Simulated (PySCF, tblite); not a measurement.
# C₈H₁₄P+: geometry, infrared bands and NMR shifts

What infrared bands and NMR shifts should C₈H₁₄P+ (`C=C(C)[P@@H+]1C=C(C)CC1`) show?

Programs: tblite 0.8.0 and PySCF 2.14.0, with density-fitted response routines of our own. Each step states its level of theory. These are calculated values for one molecule in the gas phase, unless marked as measured. Atoms are numbered from 0 throughout.

**1. Starting geometry**

23 atoms, charge 1, multiplicity 1; geometry from: force field or distance geometry start.

Bonds of the start (Å): C0–C1 1.33, C1–C2 1.48, C1–P3 1.77, P3–C4 1.81, C4–C5 1.33, C5–C6 1.52, C5–C7 1.45, C7–C8 1.49, C8–P3 1.84, C0–H9 1.10, C0–H10 1.09, C2–H11 1.13, C2–H12 1.13, C2–H13 1.10, P3–H14 1.40, C4–H15 1.08, C6–H16 1.12, C6–H17 1.09, C6–H18 1.11, C7–H19 1.13, C7–H20 1.12, C8–H21 1.12, C8–H22 1.09.

**2. Geometry optimisation with GFN2-xTB**

The job: settings as JSON, then the geometry in Å.

```
{"job": {"kind": "relax", "xc": "GFN2-xTB", "basis": "xTB"}, "charge": 1, "multiplicity": 1}
C     -3.087700    -0.799100     0.462100
C     -1.961100    -0.106400     0.371200
C     -2.038800     1.260700    -0.181500
P     -0.452700    -0.842400     0.921700
C      0.887300     0.337800     1.215200
C      1.693300     0.351800     0.157600
C      2.913900     1.251900     0.096700
C      1.325600    -0.549700    -0.911000
C      0.422600    -1.648100    -0.481800
H     -3.138500    -1.820900     0.870600
H     -4.046500    -0.393100     0.139600
H     -2.989400     1.314400    -0.781500
H     -2.209200     1.989600     0.666100
H     -1.175200     1.529900    -0.804600
H     -0.580900    -1.700100     2.017300
H      0.940600     0.910900     2.129600
H      3.374300     1.117000    -0.916100
H      2.648100     2.293000     0.253000
H      3.681600     0.930700     0.836100
H      2.281700    -1.048300    -1.253500
H      0.959400     0.007400    -1.805600
H     -0.368600    -1.784300    -1.258100
H      0.915600    -2.575700    -0.186900
```

The run is started by

```
> OMP_NUM_THREADS=1 python probes_run.py task.json out
```

One launch serves the whole session: the jobs run in the order shown.

**Question.** This job is followed by: GFN2-xTB harmonic vibrations, gas phase; GIAO PBE0/pcSseg-1 NMR shielding, non-relativistic, gas phase. Predict these results of the whole session: strongest single infrared mode (GFN2-xTB); zero-point energy (GFN2-xTB); 13C shifts against TMS (PBE0/pcSseg-1); 1H shifts against TMS (PBE0/pcSseg-1, means over atoms taken as alike); 31P shifts against H3PO4 (PBE0/pcSseg-1).

**Answer**, as computed:

```
                                                              quantity                                                           value
                             strongest single infrared mode (GFN2-xTB)                                           1614 cm⁻¹, 178 km/mol
                                          zero-point energy (GFN2-xTB)                                                  120.7 kcal/mol
                                13C shifts against TMS (PBE0/pcSseg-1)          196.3, 150.3, 133.8, 105.6, 41.8, 24.7, 20.8, 19.7 ppm
1H shifts against TMS (PBE0/pcSseg-1, means over atoms taken as alike)  7.05, 6.85, 6.78, 5.66, 3.26, 3.15, 2.93, 2.71, 2.61, 2.27 ppm
                              31P shifts against H3PO4 (PBE0/pcSseg-1)                                                        23.3 ppm
```

In words: The optimisation took 148 steps and gained 0.723 eV; among the close pairs (by a distance rule), C7–C8 changed most, from 1.485 to 1.542 Å. No mode is imaginary among the 63: a minimum at this level. The strongest single mode, at 1614 cm⁻¹, moves mainly C5 and C4. Unscaled tight-binding wavenumbers are off by several per cent, some by more. Its intensities can rank the bands wrongly. At PBE0/pcSseg-1: Shielding is most anisotropic at C5 (span 266 ppm, paramagnetic term -275 ppm).
